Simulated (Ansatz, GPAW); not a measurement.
CdS: PBE in single-zeta orbitals, run from Python

These are simulated results from GPAW 26.7.0, not measurements. The cell began as a measured structure and was relaxed with r2SCAN in plane waves (Ansatz 0.2.0). All runs are without spin polarisation.

It is cubic, F-43m (No. 216); conventional cell a = 5.878 Å, 25.39 Å³ an atom. Around Cd lie 4 S at 2.55 Å; around S lie 4 Cd at 2.55 Å.

The basis is minimal: single zeta, one radial function for each shell that the log's basis lists. It describes the filled bands fairly and the empty ones poorly.

The script, run.py:

```python
import json
from ase import Atoms
from gpaw import GPAW, PW, FermiDirac

atoms = Atoms(['Cd', 'S'],
              cell=[[0.0, 2.93921389, 2.93921389], [2.93921389, 0.0, 2.93921389], [2.93921389, 2.93921389, 0.0]],
              scaled_positions=[[0.0, 0.0, 0.0], [0.25, 0.25, 0.25]],
              pbc=True)
calc = GPAW(mode='lcao', basis='sz(dzp)', h=0.2, xc='PBE', kpts={'size': (6, 6, 6), 'gamma': True},
            occupations=FermiDirac(0.02), maxiter=100, legacy_gpaw=True, txt='gpaw.txt')
atoms.calc = calc
res = {'energy': atoms.get_potential_energy(force_consistent=True)}
res['electrons'] = calc.get_number_of_electrons()
res['k'] = calc.get_ibz_k_points().tolist()
res['levels'] = [calc.get_eigenvalues(kpt=i).tolist() for i in range(len(res['k']))]
points = [[0.0, 0.0, 0.0], [-0.5, -0.5, 0.0], [-0.375, -0.375, 0.25], [-0.375, 0.0, 0.375], [0.0, 0.0, 0.5], [-0.5, -0.25, 0.25]]
bands = calc.fixed_density(kpts=points, symmetry='off', txt='bands.txt')
res['points'] = [bands.get_eigenvalues(kpt=i).tolist() for i in range(len(points))]
json.dump(res, open('results.json', 'w'))
print('free energy (eV):', round(res['energy'], 5))
```

Command: `python run.py`. It took 6.1 s on 1 thread of Arm Neoverse V1, on a shared host, peak memory 0.14 GiB.

The log gpaw.txt, trimmed of paths, versions and times, then the last line on the terminal. An iter line gives the energy in eV and the logarithms of the changes of orbitals (plane waves alone) and density (c: converged):

```
___ ___ ___ _ _ _
 |   |   |_  | | | |

 | | | | | . | | | |

 |__ |  _|___|_____|  26.7.0
 |___|_|

Input parameters:
  basis: sz(dzp)
  h: 0.2
  kpts: {gamma: True,
         size: (6, 6, 6)}
  maxiter: 100
  mode: lcao
  occupations: {fixmagmom: False,
                name: fermi-dirac,
                width: 0.02}
  xc: PBE

System changes: positions, numbers, cell, pbc, initial_charges, initial_magmoms

Initialize ...

species:
  Cd:
    name:    Cadmium
    Z:       48.0
    valence: 12
    core:    36
    charge:  0.0  # [|e|]
    compensation charges:
      type: gauss
      rc: 0.38  # [Å]
      lmax: 2
    cutoffs:
      filter: 2.12  # [Å]
      core: 2.62  # [Å]
    projectors
    | kind |    occ | energy [eV] | rcut [Å] |

    |------|--------|-------------|----------|

    |   5s |  2.000 |      -5.655 |    1.191 |

    |   5p |  0.000 |      -1.186 |    1.228 |

    |   4d | 10.000 |     -11.739 |    1.164 |

    |    s |        |      21.556 |    1.191 |

    |    p |        |      26.026 |    1.228 |

    |    d |        |      15.473 |    1.164 |

    LCAO basis set for Cd:
      Name: sz(dzp)
      Number of radial functions: 3
      Number of spherical harmonics: 9
        l=0, rc=8.5781 Bohr: 5s-sz confined orbital
        l=1, rc=12.6406 Bohr: 5p-sz confined orbital
        l=2, rc=4.9062 Bohr: 4d-sz confined orbital
      Number of RI-basis functions 0

  S:
    name:    Sulfur
    Z:       16.0
    valence: 6
    core:    10
    charge:  0.0  # [|e|]
    compensation charges:
      type: gauss
      rc: 0.24  # [Å]
      lmax: 2
    cutoffs:
      filter: 1.77  # [Å]
      core: 1.66  # [Å]
    projectors
    | kind |    occ | energy [eV] | rcut [Å] |

    |------|--------|-------------|----------|

    |   3s |  2.000 |     -17.254 |    0.974 |

    |   3p |  4.000 |      -7.008 |    0.979 |

    |    s |        |       9.957 |    0.974 |

    |    p |        |      20.203 |    0.979 |

    |    d |        |       0.000 |    0.900 |

    LCAO basis set for S:
      Name: sz(dzp)
      Number of radial functions: 2
      Number of spherical harmonics: 4
        l=0, rc=5.5156 Bohr: 3s-sz confined orbital
        l=1, rc=6.9375 Bohr: 3p-sz confined orbital
      Number of RI-basis functions 0

Reference energy: -163030.738234  # eV

Spin-paired calculation

Convergence criteria:
 Maximum [total energy] change in last 3 cyles: 0.0005 eV / valence electron
 Maximum integral of absolute [dens]ity change: 0.0001 electrons / valence electron
 Maximum integral of absolute [eigenst]ate change: 4e-08 eV^2 / valence electron
 Maximum number of scf [iter]ations: 100
 (Square brackets indicate name in SCF output, whereas a 'c' in
 the SCF output indicates the quantity has converged.)

Symmetries present (total): 24

  ( 1  0  0)  ( 1  0  0)  ( 1  0 -1)  ( 1  0 -1)  ( 1 -1  0)  ( 1 -1  0)
  ( 0  1  0)  ( 0  0  1)  ( 0  1 -1)  ( 0  0 -1)  ( 0 -1  1)  ( 0 -1  0)
  ( 0  0  1)  ( 0  1  0)  ( 0  0 -1)  ( 0  1 -1)  ( 0 -1  0)  ( 0 -1  1)

  ( 0  1  0)  ( 0  1  0)  ( 0  1 -1)  ( 0  1 -1)  ( 0  0  1)  ( 0  0  1)
  ( 1  0  0)  ( 0  0  1)  ( 1  0 -1)  ( 0  0 -1)  ( 1  0  0)  ( 0  1  0)
  ( 0  0  1)  ( 1  0  0)  ( 0  0 -1)  ( 1  0 -1)  ( 0  1  0)  ( 1  0  0)

  ( 0  0 -1)  ( 0  0 -1)  ( 0 -1  1)  ( 0 -1  1)  ( 0 -1  0)  ( 0 -1  0)
  ( 1  0 -1)  ( 0  1 -1)  ( 1 -1  0)  ( 0 -1  0)  ( 1 -1  0)  ( 0 -1  1)
  ( 0  1 -1)  ( 1  0 -1)  ( 0 -1  0)  ( 1 -1  0)  ( 0 -1  1)  ( 1 -1  0)

  (-1  1  0)  (-1  1  0)  (-1  0  1)  (-1  0  1)  (-1  0  0)  (-1  0  0)
  (-1  0  1)  (-1  0  0)  (-1  1  0)  (-1  0  0)  (-1  1  0)  (-1  0  1)
  (-1  0  0)  (-1  0  1)  (-1  0  0)  (-1  1  0)  (-1  0  1)  (-1  1  0)

216 k-points: 6 x 6 x 6 Monkhorst-Pack grid + [1/12,1/12,1/12]
16 k-points in the irreducible part of the Brillouin zone
       k-points in crystal coordinates                weights
   0:     0.00000000    0.00000000    0.00000000          1/216
   1:     0.16666667    0.16666667    0.00000000          6/216
   2:     0.16666667    0.16666667    0.16666667          8/216
   3:     0.33333333    0.16666667    0.16666667         12/216
   4:     0.33333333    0.33333333   -0.33333333         12/216
   5:     0.33333333    0.33333333    0.00000000          6/216
   6:     0.33333333    0.33333333    0.16666667         24/216
   7:     0.33333333    0.33333333    0.33333333          8/216
   8:     0.50000000    0.33333333   -0.33333333         24/216
   9:     0.50000000    0.33333333   -0.16666667         12/216
          ...
  15:     0.50000000    0.50000000    0.50000000          4/216

Wave functions: LCAO
  Diagonalizer: Serial LAPACK
  Atomic Correction: dense with blas
  Data-type: complex

Occupation numbers: Fermi-Dirac:
  width: 0.0200  # eV

Eigensolver
   LCAO using direct dense diagonalizer

Densities:
  Coarse grid: 16*16*16 grid
  Fine grid: 32*32*32 grid
  Total Charge: 0.000000

Density mixing:
  Method: separate
  Backend: msr1
  Linear mixing parameter: 0.05
  old densities: 10
  Width of damping distribution: 1.1
  Damping of long wavelength oscillations: 20

Hamiltonian:
  XC and Coulomb potentials evaluated on a 32*32*32 grid
  Using the PBE Exchange-Correlation functional
  Interpolation: tri-quintic (5. degree polynomial)
  Poisson solver: FastPoissonSolver using
    Stencil: 12*3+1=37 point O(h^6) finite-difference Laplacian
    FFT axes: [np.int64(0), np.int64(1), np.int64(2)]
    FST axes: []

XC parameters: PBE with 2 nearest neighbor stencil

Memory estimate:
  Process memory now: 111.44 MiB
  Calculator: 9.84 MiB
    Density: 5.64 MiB
      Arrays: 0.81 MiB
      Localized functions: 4.20 MiB
      Mixer: 0.62 MiB
    Hamiltonian: 0.84 MiB
      Arrays: 0.53 MiB
      XC: 0.00 MiB
      Poisson: 0.00 MiB
      vbar: 0.31 MiB
    Wavefunctions: 3.36 MiB
      C [qnM]: 0.04 MiB
      S, T [2 x qmm]: 0.08 MiB
      P [aqMi]: 0.01 MiB
      BasisFunctions: 3.23 MiB
      Eigensolver: 0.00 MiB

Total number of cores used: 1

Number of atoms: 2
Number of atomic orbitals: 13
Number of bands in calculation: 13
Number of valence electrons: 18
Bands to converge: occupied
Positions:
   0 Cd     0.000000    0.000000    0.000000    ( 0.0000,  0.0000,  0.0000)
   1 S      1.469607    1.469607    1.469607    ( 0.0000,  0.0000,  0.0000)

Unit cell:
           periodic     x           y           z      points  spacing
  1. axis:    yes    0.000000    2.939214    2.939214    16     0.2121
  2. axis:    yes    2.939214    0.000000    2.939214    16     0.2121
  3. axis:    yes    2.939214    2.939214    0.000000    16     0.2121

  Lengths:   4.156676   4.156676   4.156676
  Angles:   60.000000  60.000000  60.000000

Effective grid spacing dv^(1/3) = 0.2314

iter:   1    -4.970083        c
iter:   2    -4.946470        c -1.25
iter:   3    -4.843331        c -1.28
iter:   4    -4.840877        c -2.00
iter:   5    -4.840638c       c -2.56
iter:   6    -4.840633c       c -3.61
iter:   7    -4.840632c       c -4.11c

Converged after 7 iterations.

Energy contributions relative to reference atoms: (reference = -163030.738234)

Kinetic:        +38.397173
Potential:      -33.861696
External:        +0.000000
XC:              -9.758358
Entropy (-ST):   -0.000000
Local:           +0.382249
SIC:             +0.000000
--------------------------
Free energy:     -4.840632
Extrapolated:    -4.840632

Showing only first 2 kpts
 Kpt  Band  Eigenvalues  Occupancy
  0     7      3.41129    2.00000
  0     8      3.41475    2.00000
  0     9      4.52236    0.00000
  0    10     11.39784    0.00000

  1     7      2.89000    2.00000
  1     8      2.89178    2.00000
  1     9      6.18191    0.00000
  1    10     10.08538    0.00000

Fermi level: 3.88524

Gap: 1.108 eV
Transition (v -> c):
  (s=0, k=0, n=8, [0.00, 0.00, 0.00]) -> (s=0, k=0, n=9, [0.00, 0.00, 0.00])
No difference between direct/indirect transitions

free energy (eV): -4.84063
```

The gap in the log is over the mesh alone; results.json adds the listed points. PBE in single-zeta orbitals gives a gap of 1.11 eV. On the same cell, plane-wave PBE (Ansatz, 8×8×8 k points and the special points) gives a gap of 1.10 eV and r2SCAN a gap of 1.54 eV; on shared hosts these took about 3.2 and 8.5 core-seconds on the 2-atom cell, against 6.1 for the script. Semilocal gaps usually lie below measured ones.

Spin-orbit coupling is left out.
